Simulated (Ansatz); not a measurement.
# Al2GaAs3: the cost of one run

Method: DFT r2SCAN, scalar-relativistic, plane waves, PAW, in Ansatz 0.2.0.

2 further runs of the same task are left out: 1 that didn't finish, 1 set aside as unsound or not needed.

## Step 1: The structure to begin with

Symmetry: I-4m2, No. 119, tetragonal system. Conventional cell: a = 4.056 Å, b = 4.056 Å, c = 17.196 Å, α = 90.00°, β = 90.00°, γ = 90.00°. Al (site symmetry 2mm) has 4 As at 2.48 Å as nearest neighbours. Ga (site symmetry -4m2) has 4 As at 2.49 Å as nearest neighbours. As (site symmetry 2mm) has 2 Al at 2.48 Å and 2 Ga at 2.49 Å as nearest neighbours. Around As (site symmetry -4m2) lie 4 Al at 2.48 Å.

Structure file:

```xyz
6
Lattice="-2.0278 2.0278 8.5981 2.0278 -2.0278 8.5981 2.0278 2.0278 -8.5981" Properties=species:S:1:pos:R:3 pbc="T T T"
Al    0.0000    0.0000   11.4661
Al    0.0000    0.0000    5.7300
Ga    0.0000    0.0000    0.0000
As    0.0000    2.0278    7.1553
As    2.0278    0.0000    4.2990
As    0.0000    2.0278    1.4428
```

It is the end of an earlier relaxation with the same method, from a generated guess; it needn't be the stable form of this composition. At a tolerance of 0.02 Å it has space group I-4m2 (No. 119); it has 23.57 Å³/atom, an uncorrected energy of -0.44 eV/atom over the elements and, on its mesh, gap 1.11 eV.

## Step 2: The same geometry with r2SCAN

File input.yaml:

```yaml
crystal:
  lattice:
    - [-2.0277638, 2.0277638, 8.5980642]
    - [2.0277638, -2.0277638, 8.5980642]
    - [2.0277638, 2.0277638, -8.5980642]
  atoms:
    - { symbol: Al, position: [0.666786, 0.666786, 0.0] }
    - { symbol: Al, position: [0.333214, 0.333214, 0.0] }
    - { symbol: Ga, position: [0.0, 0.0, 0.0] }
    - { symbol: As, position: [0.916098, 0.416098, 0.5] }
    - { symbol: As, position: [0.25, 0.75, 0.5] }
    - { symbol: As, position: [0.583902, 0.083902, 0.5] }
basis:
  ecutwfc: 500
kpoints:
  mp_grid: { grid: [10, 10, 10] }
  band_path:
    path:
      - [[0.0, 0.0, 0.0], [0.0, 0.0, 0.5], [0.25, 0.25, 0.25], [0.0, 0.5, 0.0], [0.0, 0.0, 0.0], [0.5, 0.5, -0.5], [0.26390508, 0.73609492, -0.26390508]]
      - [[-0.26390508, 0.26390508, 0.26390508], [0.0, 0.0, 0.0]]
      - [[0.0, 0.0, 0.5], [-0.02781015, 0.02781015, 0.5]]
      - [[0.5, 0.5, -0.02781015], [0.5, 0.5, -0.5]]
    npoints: 14
hamiltonian:
  xc: r2scan
scf:
  occupations: { method: gaussian, width: 0.02 }
  n_extra_bands: 15
output:
  forces: true
  stress: true
  eigenvalues: true
  populations: true
  dos: { projected: true, de: 0.02, nscf_kmesh: { grid: [15, 15, 15] } }
  bader: true
  write_density: true
  write_potential: true
  elf: true
  volumetric_format: npy
```

Launch:

```bash
$ ansatz run input.yaml --threads 4 --pin off --max-ram 8192MiB --backend cpu --events-out ev --progress --plain --runs-dir out
```

Q: Estimate wall time and peak memory on 4 threads of Arm Neoverse V2, shared host.

About 2.2 min, with a peak of 1.9 GiB.
